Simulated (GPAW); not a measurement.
# TiCoN2 (P6_3/mmc) in GPAW: reference runs

Aim: a first look at TiCoN2 with PBEsol, on the cell as given.

Program: GPAW 26.7.0. These are calculated values, not measurements. Logs are shortened: lines on timing, memory, paths and dates and some standing lists are left out, and cuts for length are marked. The log counts tension as positive stress, the text compression.

### Step 1. The crystal as given

It takes space group P6_3/mmc (No. 194, hexagonal). The conventional cell has a = 2.947 Å, b = 2.947 Å, c = 9.420 Å, α = 90.00°, β = 90.00°, γ = 120.00°. Co (site symmetry -3m) is surrounded by 6 N at 2.03 Å. Ti (site symmetry -6m2) has 6 N at 2.11 Å as nearest neighbours. Around N (site symmetry 3m) lie 3 Co at 2.03 Å and 3 Ti at 2.11 Å.

The cell comes from a database or a generator and needn't be the stable form of this composition.

### Step 2. Single point, PBEsol, collinear spin, ferromagnetic start

Contents of run.py:

```python
from ase import Atoms
from ase.dft.bandgap import bandgap
from ase.io import write
from ase.units import Bohr, GPa
from gpaw import GPAW, PW, setup_paths
from gpaw.elf import elf_from_dft_calculation

setup_paths.insert(0, '.')

atoms = Atoms(['Co', 'Co', 'Ti', 'Ti', 'N', 'N', 'N', 'N'],
              cell=[[2.9468691999, 0.0, 0.0],
                    [-1.4734345999, 2.5520635887, 0.0],
                    [0.0, 0.0, 9.420236]],
              scaled_positions=[[0.0, 0.0, 0.5],
                                [0.0, 0.0, 0.0],
                                [0.3333333333, 0.6666666667, 0.75],
                                [0.6666666667, 0.3333333333, 0.25],
                                [0.6666666667, 0.3333333333, 0.616725],
                                [0.3333333333, 0.6666666667, 0.383275],
                                [0.3333333333, 0.6666666667, 0.116725],
                                [0.6666666667, 0.3333333333, 0.883275]],
              pbc=True)
atoms.set_initial_magnetic_moments([2.0, 2.0, 1.0, 1.0, 0.0, 0.0, 0.0, 0.0])

calc = GPAW(mode=PW(800),
            xc='PBEsol',
            kpts={'size': (10, 10, 3), 'gamma': True},
            occupations={'name': 'fermi-dirac', 'width': 0.05},
            nbands=57,
            convergence={'density': 1e-05, 'energy': 1e-05},
            maxiter=150,
            txt='gpaw.txt')
atoms.calc = calc
energy = atoms.get_potential_energy()
forces = atoms.get_forces()
stress = atoms.get_stress()
calc.write('gs.gpw')
write('result.traj', atoms)
print(f'Energy: {energy:.6f} eV')
print('Forces (eV/A):')
print(forces.round(4))
print('Stress (GPa):', (stress / GPa).round(3))
print('Moments:', calc.get_magnetic_moments().round(3))
print('Fermi level:', round(calc.get_fermi_level(), 4), 'eV')
print(f'Gap: {bandgap(calc)[0]:.4f} eV, direct: {bandgap(calc, direct=True)[0]:.4f} eV')

# fields on the real-space grid
write('density.cube', atoms, data=calc.get_pseudo_density() * Bohr**3)
write('potential.cube', atoms, data=calc.get_electrostatic_potential())
write('spin.cube', atoms, data=(calc.get_pseudo_density(spin=0) - calc.get_pseudo_density(spin=1)) * Bohr**3)
write('elf.cube', atoms, data=elf_from_dft_calculation(calc).data)
```

Potentials or basis: PAW data sets generated in the run's folder for this functional, pw.

Launch:

```
> gpaw-setup -f PBEsol Co N Ti
> OMP_NUM_THREADS=1 python run.py
```

gpaw.txt:

```text
__  _  _
 | _ |_)|_||  |
 |__||  | ||/\| - 26.7.0

Input parameters:
  mode=PW(ecut=800.0),
  convergence={'density': 1e-05, 'energy': 1e-05},
  kpts=MonkhorstPack(size=(10, 10, 3), gamma=True),
  maxiter=150,
  nbands=57,
  occupations=Occupations(name='fermi-dirac', width=0.05),
  xc=XC(name='PBEsol')

Diagonalizing LCAO Hamiltonian
Converting LCAO to pw mode

           N
        Ti

           N

       Co
        N

           Ti
        N

       Co

Atoms  # Å, Bohr magnetons
|   | symbol |         x |        y |        z |    initial magnetic moments |
|---|--------|-----------|----------|----------|-----------------------------|
| 0 |     Co |  0.000000 | 0.000000 | 4.710118 | ( 0.0000,  0.0000,  2.0000) |
| 1 |     Co |  0.000000 | 0.000000 | 0.000000 | ( 0.0000,  0.0000,  2.0000) |
| 2 |     Ti | -0.000000 | 1.701376 | 7.065177 | ( 0.0000,  0.0000,  1.0000) |
| 3 |     Ti |  1.473435 | 0.850688 | 2.355059 | ( 0.0000,  0.0000,  1.0000) |
| 4 |      N |  1.473435 | 0.850688 | 5.809695 | ( 0.0000,  0.0000,  0.0000) |
| 5 |      N | -0.000000 | 1.701376 | 3.610541 | ( 0.0000,  0.0000,  0.0000) |
| 6 |      N | -0.000000 | 1.701376 | 1.099577 | ( 0.0000,  0.0000,  0.0000) |
| 7 |      N |  1.473435 | 0.850688 | 8.320659 | ( 0.0000,  0.0000,  0.0000) |

Unit cell  # Å
| periodic |         x |        y |        z |  lengths |     angles |
|----------|-----------|----------|----------|----------|------------|
|      yes |  2.946869 | 0.000000 | 0.000000 | 2.946869 |  90.000000 |
|      yes | -1.473435 | 2.552064 | 0.000000 | 2.946869 |  90.000000 |
|      yes |  0.000000 | 0.000000 | 9.420236 | 9.420236 | 120.000000 |

Number of symmetries: 12
Symmetry operations  # r_c * U_cc + t_c -> r_c
|    | kind |            matrix            |
|----|------|------------------------------|
|  0 |  σ   |  1, 1, 0,  0,-1, 0,  0, 0, 1 |
|  1 |  S6  |  1, 1, 0, -1, 0, 0,  0, 0,-1 |
|  2 |  E   |  1, 0, 0,  0, 1, 0,  0, 0, 1 |
|  3 |  C2  |  1, 0, 0, -1,-1, 0,  0, 0,-1 |
|  4 |  C2  |  0, 1, 0,  1, 0, 0,  0, 0,-1 |
|  5 |  C3  |  0, 1, 0, -1,-1, 0,  0, 0, 1 |
|  6 |  S6  |  0,-1, 0,  1, 1, 0,  0, 0,-1 |
|  7 |  σ   |  0,-1, 0, -1, 0, 0,  0, 0, 1 |
|  8 |  σ   | -1, 0, 0,  1, 1, 0,  0, 0, 1 |
|  9 |  i   | -1, 0, 0,  0,-1, 0,  0, 0,-1 |
| 10 |  C3  | -1,-1, 0,  1, 0, 0,  0, 0, 1 |
| 11 |  C2  | -1,-1, 0,  0, 1, 0,  0, 0,-1 |

BZ-sampling:
  Number of BZ points: 300
  Number of IBZ points: 36

  Monkhorst-Pack size: [10, 10, 3]
  Monkhorst-Pack shift: [0.05, 0.05, 0.0]

K-points  # in reciprocal-cell coordinates
|     |                                coordinates |     weight |
|-----|--------------------------------------------|------------|
|   0 | (  0.00000000,   0.00000000,   0.00000000) | 0.00333333 |
|   1 | (  0.00000000,   0.00000000,   0.33333333) | 0.00666667 |
|   2 | (  0.10000000,   0.00000000,  -0.33333333) | 0.02000000 |
|   3 | (  0.10000000,   0.00000000,   0.00000000) | 0.02000000 |
|   4 | (  0.10000000,   0.00000000,   0.33333333) | 0.02000000 |
|   5 | (  0.20000000,  -0.10000000,   0.00000000) | 0.02000000 |
|   6 | (  0.20000000,  -0.10000000,   0.33333333) | 0.04000000 |
|   7 | (  0.20000000,   0.00000000,  -0.33333333) | 0.02000000 |
|   8 | (  0.20000000,   0.00000000,   0.00000000) | 0.02000000 |
|   9 | (  0.20000000,   0.00000000,   0.33333333) | 0.02000000 |
| ... |                                            |            |
|  35 | (  0.50000000,   0.50000000,   0.33333333) | 0.02000000 |

Plane wave coefficients: 3666
Cutoff: 800.0 eV

Spin-components: 2 (collinear spins)
Bands:           57
Projectors:      44
Spin-degeneracy: 1
Datatype:        complex128

Parallelization:
  kpt:    1
  domain: 1
  band:   1

Density:
  Valence electrons: 62.0
  Components: 2
  Grid points: [20 20 63]
  Charge: 0.0  # |e|

Potential:
  Grid points: [20 20 63]

species:
  Co:
    name:    Cobalt
    Z:       27.0
    valence: 9
    core:    18
    charge:  0.0  # [|e|]
    compensation charges:
      type: gauss
      rc: 0.32  # [Å]
      lmax: 2
    cutoffs:
      filter: 1.87  # [Å]
      core: 2.55  # [Å]
    projectors
    | kind |    occ | energy [eV] | rcut [Å] |
    |------|--------|-------------|----------|
    |   4s |  2.000 |      -5.488 |    1.005 |
    |   4p |  0.000 |      -1.248 |    1.058 |
    |   3d |  7.000 |      -8.230 |    1.005 |
    |    s |        |      21.723 |    1.005 |
    |    p |        |      25.963 |    1.058 |
    |    d |        |      18.981 |    1.005 |

    Using partial waves for Co as LCAO basis

  Ti:
    name:    Titanium
    Z:       22.0
    valence: 12
    core:    10
    charge:  0.0  # [|e|]
    compensation charges:
      type: gauss
      rc: 0.38  # [Å]
      lmax: 2
    cutoffs:
      filter: 2.23  # [Å]
      core: 1.02  # [Å]
    projectors
    | kind |    occ | energy [eV] | rcut [Å] |
    |------|--------|-------------|----------|
    |   3s |  2.000 |     -62.441 |    1.270 |
    |   4s |  2.000 |      -4.477 |    1.270 |
    |   3p |  6.000 |     -38.776 |    1.058 |
    |   4p |  0.000 |      -1.449 |    1.058 |
    |   3d |  2.000 |      -4.275 |    1.058 |
    |    d |        |      22.937 |    1.058 |

    Using partial waves for Ti as LCAO basis

  N:
    name:    Nitrogen
    Z:       7.0
    valence: 5
    core:    2
    charge:  0.0  # [|e|]
    compensation charges:
      type: gauss
      rc: 0.18  # [Å]
      lmax: 2
    cutoffs:
      filter: 1.11  # [Å]
      core: 0.96  # [Å]
    projectors
    | kind |    occ | energy [eV] | rcut [Å] |
    |------|--------|-------------|----------|
    |   2s |  2.000 |     -18.455 |    0.603 |
    |   2p |  3.000 |      -7.035 |    0.529 |
    |    s |        |       8.756 |    0.603 |
    |    p |        |      20.177 |    0.529 |
    |    d |        |       0.000 |    0.577 |

    Using partial waves for N as LCAO basis

Reference energy: -128037.096638  # eV

eigensolver:
  PPCG
  Converge bands: occupied
  niter=2

density mixing:
  MSR1-Mixer
  Pratt-step length: 0.05
  Maximum mixing coefficient: 0.75
  Old densities: 10
  SVD Regularization: 0.005
  Good broyden scale: 1.0
  Trust region scale: 1.0
  Backstep threshold: 4.0
  History deletion threshold: 6.0
  Fourier metric: weight=20.0, sigma=0.015

occupation numbers:
  Fermi-Dirac:
    width: 0.0500  # eV

poisson solver:
  ecut: 6400.0  # eV

xc functional:
  name: PBEsol with 2 nearest neighbor stencil

convergence criteria:
- Maximum integral of absolute [dens]ity change: 1e-05 electrons / valence electron
- Maximum [total energy] change in last 3 cyles: 1e-05 eV / valence electron
- Maximum integral of absolute [eigenst]ate change: 4e-08 eV^2 / valence electron
maximum number of iterations: 150

SCF iterations
|iter     | |      energy | eigst |  dens |  magmom |
|---------|-|-------------|-------|-------|---------|
|iter:   1| |  -76.909721 | +0.38 |       |  +6.0072|
|iter:   2| |  -74.818043 | -1.43 | -0.78 |  +5.8765|
|iter:   3| |  -76.411245 | -0.57 | -0.85 |  +5.2159|
|iter:   4| |  -71.992063 | -1.44 | -0.82 |  +4.9920|
|iter:   5| |  -72.157126 | -2.03 | -1.06 |  +4.1627|
|iter:   6| |  -75.366338 | -1.70 | -1.24 |  +3.9887|
|iter:   7| |  -72.567927 | -1.79 | -0.90 |  +3.7067|
|iter:   8| |  -73.099520 | -1.68 | -1.15 |  +3.1048|
|iter:   9| |  -72.196720 | -2.01 | -1.11 |  +2.7889|
|iter:  10| |  -72.333848 | -2.84 | -1.48 |  +2.4231|
|iter:  11| |  -72.418663 | -2.28 | -1.43 |  +1.8108|
|iter:  12| |  -72.303013 | -2.67 | -1.51 |  +1.1192|
|iter:  13| |  -72.328263 | -3.44 | -1.84 |  +0.7951|
|iter:  14| |  -72.345898 | -3.32 | -2.02 |  +0.4096|
|iter:  15| |  -72.350986 | -3.74 | -2.43 |  +0.1621|
|iter:  16| |  -72.351006 | -4.38 | -2.56 |  +0.1535|
|iter:  17| |  -72.351991 | -4.58 | -2.73 |  +0.0930|
|iter:  18| |  -72.353900 | -4.67 | -2.86 |  +0.1043|
|iter:  19| |  -72.352459 | -5.02 | -2.66 |  +0.0728|
|iter:  20| |  -72.352622 | -5.22 | -3.23 |  +0.0134|
|iter:  21| |  -72.352616c| -5.63 | -3.44 |  +0.0095|
|iter:  22| |  -72.352637c| -6.19 | -3.55 |  +0.0003|
|iter:  23| |  -72.352623c| -6.81 | -4.07 |  +0.0022|
|iter:  24| |  -72.352642c| -7.52c| -4.12 |  +0.0005|
|iter:  25| |  -72.352637c| -7.58c| -4.50 |  +0.0004|
|iter:  26| |  -72.352638c| -7.66c| -4.84 |  -0.0001|
|iter:  27| |  -72.352639c| -7.95c| -5.17c|  -0.0002|

Converged in 27 steps
Energy contributions relative to reference atoms: (reference = -128037.096638)

Energy contributions:
  Kinetic:          58.475678
  Coulomb:         -57.390603
  Zero:              0.336012
  External:          0.000000
  Xc:              -73.750184
  Entropy:          -0.047084
  Spinorbit:         0.000000
  ----------------------------
  Free energy:     -72.376181
  Extrapolated:    -72.352639

dipole moment: (-7.952232, -13.773670, -25.420847)  # |e|*Ang

Total magnetic moment: (0.000000, 0.000000, -0.000207)

Local magnetic moments
|        x |        y |         z |
|----------|----------|-----------|
| 0.000000 | 0.000000 | -0.000106 |  # Co   0
| 0.000000 | 0.000000 |  0.000073 |  # Co   1
| 0.000000 | 0.000000 | -0.000080 |  # Ti   2
| 0.000000 | 0.000000 | -0.000080 |  # Ti   3
| 0.000000 | 0.000000 |  0.000011 |  # N    4
| 0.000000 | 0.000000 |  0.000011 |  # N    5
| 0.000000 | 0.000000 |  0.000003 |  # N    6
| 0.000000 | 0.000000 |  0.000003 |  # N    7

Fermi level: 11.654
Eigenvalues  # (at kpt = [0.000, 0.000, 0.000])
| band index |      eig [eV] | occ [0-1] |      eig [eV] | occ [0-1] |
|------------|---------------|-----------|---------------|-----------|
|          0 |       -45.574 |     1.000 |       -45.574 |     1.000 |
|        ... |               |           |               |           |
|         24 |         9.701 |     1.000 |         9.701 |     1.000 |
|         25 |         9.710 |     1.000 |         9.710 |     1.000 |
|         26 |         9.711 |     1.000 |         9.711 |     1.000 |
|         27 |         9.846 |     1.000 |         9.846 |     1.000 |
|         28 |        10.931 |     1.000 |        10.931 |     1.000 |
|         29 |        11.082 |     1.000 |        11.082 |     1.000 |
[... 8 lines left out ...]
|         38 |        14.306 |     0.000 |        14.306 |     0.000 |
|         39 |        14.306 |     0.000 |        14.306 |     0.000 |
|        ... |               |           |               |           |
|         56 |        29.263 |     0.000 |        29.263 |     0.000 |

No gap
No difference between direct/indirect transitions

Forces  # eV/Ang
|        x |        y |        z |
|----------|----------|----------|
|  0.00000 | -0.00000 |  0.00000 |  # Co   0
|  0.00000 | -0.00000 |  0.00000 |  # Co   1
| -0.00000 |  0.00000 |  0.00043 |  # Ti   2
|  0.00000 |  0.00000 | -0.00043 |  # Ti   3
|  0.00000 | -0.00000 | -0.14522 |  # N    4
| -0.00000 |  0.00000 |  0.14522 |  # N    5
|  0.00000 |  0.00000 | -0.14490 |  # N    6
|  0.00000 | -0.00000 |  0.14490 |  # N    7

Stress tensor  # eV/Ang^3
|         x |         y |        z |
|-----------|-----------|----------|
|  0.068032 | -0.000000 | 0.000000 |
| -0.000000 |  0.068032 | 0.000000 |
|  0.000000 |  0.000000 | 0.067794 |

# Writing to gs.gpw (mode='')
```

Run time: 10 min. Hardware: 1 thread of Arm Neoverse V2, shared host; peak memory 0.49 GiB.

Results:

```
Free energy            : -72.3762 eV
Pressure               : -10.9 GPa
Largest force          : 0.145 eV/Å
Band gap on the k mesh : none (metal or under the smearing width)
Net moment             : 0.00 μB per cell
```

Forces on the atoms (eV/Å):
```
Co   0.000  0.000  0.000
Co   0.000  0.000  0.000
Ti   0.000  0.000  0.000
Ti   0.000  0.000  0.000
N    0.000  0.000 -0.145
N    0.000  0.000  0.145
N    0.000  0.000 -0.145
N    0.000  0.000  0.145
```

Levels at points of the mesh, in eV from the Fermi level:
Spin up:
| k point | band 29 | band 30 | band 31 | band 32 | band 33 | band 34 |
| --- | --- | --- | --- | --- | --- | --- |
| (0.00, 0.00, 0.00) | -0.72 | -0.57 | -0.57 | -0.53 | 0.18 | 0.18 |
| (0.50, 0.50, 0.00) | -0.88 | -0.74 | 0.03 | 0.06 | 0.48 | 0.92 |
Spin down:
```
           k point  band 27  band 28  band 29  band 30  band 31  band 32  band 33  band 34  band 35  band 36
(0.00, 0.00, 0.00)    -1.94    -1.81    -0.72    -0.57    -0.57    -0.53     0.18     0.18     1.05     1.34
(0.50, 0.50, 0.00)    -1.16    -1.13    -0.88    -0.74     0.03     0.06     0.48     0.92     1.34     1.47
```

Caveat: the starting moments collapsed, and a magnetic state may lie lower.
